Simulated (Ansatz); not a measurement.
# ClH3S3Si: up Jacob's ladder to CCSD(T)

How much do the methods differ for ClH3S3Si? The plan is to run it at one geometry with functionals of several rungs and with coupled cluster, and see how far each lands from CCSD(T) at the basis-set limit for the atomisation energy.

Program: Ansatz 0.2.0, Gaussian basis. Level of theory: functionals in def2-TZVPP, the program's frozen cores in correlated methods. These are calculated values, not measurements.

Plan: LDA (SPW92), PBE-D4, revPBE-D4, BLYP-D4, r2SCAN-D4, B97M-V, PBE0-D4, B3LYP-D4, r2SCANh-D4, r2SCAN0-D4, HSE06-D4, BHLYP-D4, CAM-B3LYP-D4, LC-ωPBE, ωB97X-V, ωB97M-V, B2PLYP, PBE-QIDH; CCSD(T)/def2-SVP; CCSD(T)/def2-TZVPP; MP2/def2-QZVPP; extrapolation to the limit; RPA on PBE.

**1. The relaxed structure**

All runs share one geometry, relaxed beforehand with PBE0-D4 in a triple-zeta def2 set.

SMILES `S[Si](S)(S)Cl`, 8 atoms, charge 0, spin multiplicity 1.

Atoms are counted from 1 here; the program's logs count them from 0.

Bond lengths: S1–Si2 2.119 Å, S1–H6 1.344 Å, Si2–S3 2.119 Å, Si2–S4 2.122 Å, Si2–Cl5 2.052 Å, S3–H7 1.344 Å, S4–H8 1.345 Å. Angles: Si2–S1–H6 92.8°, S1–Si2–S3 102.5°, S1–Si2–S4 114.3°, S1–Si2–Cl5 112.1°, S3–Si2–S4 114.2°, S3–Si2–Cl5 112.1°, S4–Si2–Cl5 102.0°, Si2–S3–H7 92.8°, Si2–S4–H8 93.2°.

Coordinates:

```
S    -1.0832    1.4014    1.1766
Si    0.1431    0.2746   -0.1342
S     1.8278   -0.1603    1.0760
S    -0.8030   -1.4369   -0.9579
Cl    0.6520    1.3332   -1.8163
H    -2.0784    1.4898    0.2770
H     2.3932   -0.9284    0.1285
H    -1.0515   -1.9735    0.2503
```

**2. LDA**

This LDA is Slater exchange with PW92 correlation.

File in.yaml:

```yaml
crystal:
  periodic: [false, false, false]
  atoms:
    - {symbol: S, position_ang: [-1.083169, 1.401412, 1.176598]}
    - {symbol: Si, position_ang: [0.143098, 0.274608, -0.134231]}
    - {symbol: S, position_ang: [1.827759, -0.160269, 1.076012]}
    - {symbol: S, position_ang: [-0.802950, -1.436890, -0.957879]}
    - {symbol: Cl, position_ang: [0.651978, 1.333227, -1.816257]}
    - {symbol: H, position_ang: [-2.078378, 1.489764, 0.276963]}
    - {symbol: H, position_ang: [2.393194, -0.928375, 0.128456]}
    - {symbol: H, position_ang: [-1.051543, -1.973476, 0.250328]}
basis:
  gaussian: {orbitals: def2-TZVPP}
hamiltonian: {xc: lda}
output: {orbitals: {seedname: orbitals}}
```

The runs that follow: PBE-D4 (GGA); revPBE-D4 (GGA); BLYP-D4 (GGA); r2SCAN-D4 (meta-GGA); B97M-V (meta-GGA); PBE0-D4 (hybrid); B3LYP-D4 (hybrid); r2SCANh-D4 (hybrid); r2SCAN0-D4 (hybrid); HSE06-D4 (hybrid); BHLYP-D4 (hybrid); CAM-B3LYP-D4 (range-separated); LC-ωPBE-D4 (range-separated); ωB97X-V (range-separated); ωB97M-V (range-separated); B2PLYP (double hybrid); PBE-QIDH (double hybrid); CCSD(T) in def2-SVP; CCSD(T) in def2-TZVPP; MP2 in def2-QZVPP; RPA on PBE orbitals.

Before running them: what should the planned runs give, taken together? Wanted: atomisation energy, CCSD(T)/CBS; farthest beyond LDA; mean size of error, GGA; mean size of error, meta-GGA; mean size of error, hybrid; mean size of error, range-separated; mean size of error, double hybrid; gap, smallest and largest; T1 diagnostic.

**Answer**, as computed:

| quantity | value |
| --- | --- |
| atomisation energy, CCSD(T)/CBS | 2481.1 kJ/mol |
| functionals within 12.4 kJ/mol (0.5 %) | PBE0-D4, r2SCANh-D4, HSE06-D4 |
| farthest beyond LDA | BHLYP-D4 (-97.4 kJ/mol) |
| mean size of error, GGA | 34.4 kJ/mol |
| mean size of error, meta-GGA | 34.4 kJ/mol |
| mean size of error, hybrid | 27.2 kJ/mol |
| mean size of error, range-separated | 40.0 kJ/mol |
| mean size of error, double hybrid | 47.9 kJ/mol |
| gap, smallest and largest | 4.55 eV (LDA (SPW92)), 11.77 eV (LC-ωPBE) |
| T1 diagnostic | 0.0110 |
| triples share of the correlation energy | 4.6 % |

In words: LDA overbinds by 376.9 kJ/mol (15 %). PBE-D4 is off by +36.6 kJ/mol. Double hybrids carry the basis error of their MP2 part in triple zeta, and no dispersion term here, so their miss is partly the set-up's. By mean error the best rung here is hybrid (27.2 kJ/mol) and the worst beyond LDA is double hybrid (47.9 kJ/mol). The gap between the best rungs is small, so their order is not settled. The reference freezes the cores and leaves out relativity and excitations past (T), so misses under about 12.4 kJ/mol can't be ranked. Hartree-Fock recovers 69 % of the binding; the rest is correlation. CCSD(T) in def2-SVP is off by -272.5 kJ/mol, worse than the median functional, from the basis alone. The gap grows from 4.6 to 11.8 eV across the functionals, mostly with the share of exact exchange.
